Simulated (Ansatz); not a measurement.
Consider an atomisation energy of Cl2HSeSi, SMILES Cl[Si](Cl)[SeH] (Ansatz 0.2.0, Python API).

Script `run_tae.py`:
```python
'''Energy to split Cl2HSeSi into its atoms.'''

from collections import Counter

import ansatz


def energy_of(molecule, charge=0, unpaired=0):
    calc = (
        molecule.calculation()
        .basis(gaussian='cc-pVDZ')
        .functional('b3lyp')
    )
    if charge:
        calc = calc.charge(charge)
    if unpaired:
        calc = calc.spin('collinear', total=unpaired)
    report = calc.run(threads=1).report
    if report['published_state_doubts']:
        print('  doubts:', report['published_state_doubts'])
    return report['free_energy_ev']

GEOMETRY = '''
Cl    0.49780   -0.21320    2.14010
Si   -0.12410   -0.91400    0.25460
Cl    1.54870   -1.18370   -0.94680
Se   -1.44650    0.58790   -0.76040
H    -0.42600    1.64930   -0.72890
'''

cl2hsesi = ansatz.Crystal.molecule()
for line in GEOMETRY.strip().splitlines():
    symbol, *xyz = line.split()
    cl2hsesi = cl2hsesi.atom(symbol, [float(v) for v in xyz])

# Hund ground states
unpaired = {'Cl': 1, 'Si': 2, 'Se': 2, 'H': 1}
counts = Counter(site.symbol for site in cl2hsesi.cartesian_sites)
atom_energy = {s: energy_of(ansatz.Crystal.molecule().atom(s, (0, 0, 0)), 0, unpaired[s]) for s in counts}
whole = energy_of(cl2hsesi, 0, 1)
for s, e in atom_energy.items():
    print(f'{s:2s} x{counts[s]}  {e:14.5f} eV')
print(f'Cl2HSeSi: {whole:.5f} eV')
split = sum(counts[s] * e for s, e in atom_energy.items()) - whole
print(f'atomisation energy (no zero-point term): {96.485332 * split:.1f} kJ/mol, {split / sum(counts.values()):.3f} eV an atom')
```

What does it cost to take this molecule apart into atoms?

1256.5 kJ/mol from the electronic energies, without the zero-point term.

The output:

Running `python run_tae.py` prints:
```text
Cl x2    -12521.54970 eV
Si x1     -7874.66638 eV
Se x1    -65348.07587 eV
H  x1       -13.63992 eV
Cl2HSeSi: -98292.50436 eV
atomisation energy (no zero-point term): 1256.5 kJ/mol, 2.605 eV an atom
```

Caveats:
- These settings explore the input space; basis and method may be short of convergence.
- The geometry is a force-field or estimated start, not a minimum of this method, and the basis set is short of its limit. All parts are taken at fixed geometry, without zero-point energy.
- The species is open-shell (spin multiplicity 2).
- b3lyp holds the VWN-RPA fit, as in Gaussian; the form of ORCA and Turbomole is b3lyp5.
- For Al to Cl the sets with a tight d function, cc-pV(X+d)Z, are usual.
- The spin-orbit lowering of heavy atoms is left out.
- It ran for 7.4 s on 1 thread of Arm Neoverse V2, with other jobs on the host, peak memory 0.36 GiB.

(Lines on the test bed's own set-up are left out of the output.)
